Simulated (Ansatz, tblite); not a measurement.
# WN(NH2)3 (WN₄H₆): one state, many levels

How do method and basis change the picture of WN(NH2)3 (WN₄H₆) (singlet)?

The runs use Ansatz 0.2.0, Gaussian basis; as each input shows.

Levels to be run: GFN1-xTB, GFN2-xTB, PBE-D4/def2-TZVP, r2SCAN-D4/def2-TZVP, LC-ωPBE/def2-TZVP, B97M-V/def2-TZVP, B2PLYP/def2-TZVP, PBE-D4/def2-SVP, PBE0-D4/def2-SVP, CCSD(T)/def2-SVP, MP2/def2-TZVP.

2 further runs of the same task are left out: 2 set aside as unsound or not needed.

### 1 The relaxed structure

The singlet was relaxed beforehand with r2SCAN-D4/def2-SVP.

11 atoms, charge 0, spin multiplicity 1.

Bond lengths: N1–W5 1.674 Å, N2–W5 1.966 Å, N2–H6 1.016 Å, N2–H7 1.019 Å, N3–W5 1.966 Å, N3–H8 1.019 Å, N3–H9 1.016 Å, N4–W5 1.966 Å, N4–H10 1.016 Å, N4–H11 1.019 Å. Angles: W5–N2–H6 125.4°, W5–N2–H7 124.7°, H6–N2–H7 109.9°, W5–N3–H8 124.7°, W5–N3–H9 125.4°, H8–N3–H9 109.9°, W5–N4–H10 125.4°, W5–N4–H11 124.7°, H10–N4–H11 109.9°, N1–W5–N2 103.8°, N1–W5–N3 103.8°, N1–W5–N4 103.8°, N2–W5–N3 114.5°, N2–W5–N4 114.5°, N3–W5–N4 114.5°.

W takes a core potential in the def2 sets. No spin-orbit coupling is included.

PBE0-D4/def2-TZVP was run before; its log isn't repeated, and its numbers join the tables.

### 2 GFN1-xTB

Tight binding, by tblite at 300 K electronic temperature and without a spin-polarisation term:

```python
tblite.interface.Calculator('GFN1-xTB', numbers, positions, charge=0, uhf=0).singlepoint()
```

Energy -498.5763 eV, HOMO -10.21 eV, LUMO -6.14 eV; 0.004 s.

### 3 GFN2-xTB

Tight binding, by tblite at 300 K electronic temperature and without a spin-polarisation term:

```python
tblite.interface.Calculator('GFN2-xTB', numbers, positions, charge=0, uhf=0).singlepoint()
```

Energy -465.5863 eV, HOMO -8.39 eV, LUMO -6.31 eV; 0.004 s.

### 4 PBE-D4/def2-TZVP

start.molden holds the orbitals of an earlier run on this state, given as this run's starting guess.

in.yaml reads:

```yaml
crystal:
  periodic: [false, false, false]
  atoms:
    - {symbol: N, position_ang: [0.018629, 0.006834, 1.985113]}
    - {symbol: N, position_ang: [1.907147, -0.025624, -0.176924]}
    - {symbol: N, position_ang: [-0.934183, 1.664967, -0.156202]}
    - {symbol: N, position_ang: [-0.977480, -1.640989, -0.144443]}
    - {symbol: W, position_ang: [0.002907, 0.001066, 0.310790]}
    - {symbol: H, position_ang: [2.682769, -0.033211, 0.479992]}
    - {symbol: H, position_ang: [2.261531, -0.033938, -1.132138]}
    - {symbol: H, position_ang: [-1.120549, 1.978829, -1.107442]}
    - {symbol: H, position_ang: [-1.303957, 2.338620, 0.509117]}
    - {symbol: H, position_ang: [-1.364943, -2.299856, 0.525597]}
    - {symbol: H, position_ang: [-1.171880, -1.956696, -1.093460]}
basis:
  gaussian: {orbitals: def2-TZVP, initial_orbitals: start.molden}
hamiltonian: {xc: pbe, dispersion: d4}
scf: {omitted_lower_state_checks: [starts]}
output: {forces: true, orbitals: {seedname: orbitals}}
```

Launch:

```
$ ansatz run in.yaml --threads 2 --pin off --events-out ev --progress --plain --max-ram 4352MiB
```

Further steps of the session: r2SCAN-D4/def2-TZVP; LC-ωPBE/def2-TZVP; B97M-V/def2-TZVP; B2PLYP/def2-TZVP; PBE-D4/def2-SVP; PBE0-D4/def2-SVP; CCSD(T)/def2-SVP; MP2/def2-TZVP.

Before running them: what should the planned runs give, taken together? Wanted: gap in def2-TZVP, named functionals, smallest and largest; correlation energy, CCSD(T)/def2-SVP; correlation energy, MP2/def2-TZVP; binding an atom, B97M-V/def2-TZVP; PBE0 total energy, smallest basis above largest.

**Answer**, as computed:

| quantity | value |
| --- | --- |
| gap in def2-TZVP, named functionals, smallest and largest | 4.63 eV (PBE-D4), 11.55 eV (LC-ωPBE) |
| correlation energy, CCSD(T)/def2-SVP | -30.14 eV |
| correlation energy, MP2/def2-TZVP | -35.63 eV |
| binding an atom, B97M-V/def2-TZVP | 3.91 eV |
| PBE0 total energy, smallest basis above largest | 7.55 eV (def2-SVP, def2-TZVP) |

**Reading.** Orbital gaps of the named functionals in def2-TZVP span 4.63 eV (PBE-D4) to 11.55 eV (LC-ωPBE); exact exchange widens it. Notes on CCSD(T)/def2-SVP and its Hartree-Fock reference, which MP2 shares: restricted state is unstable towards broken spin symmetry.
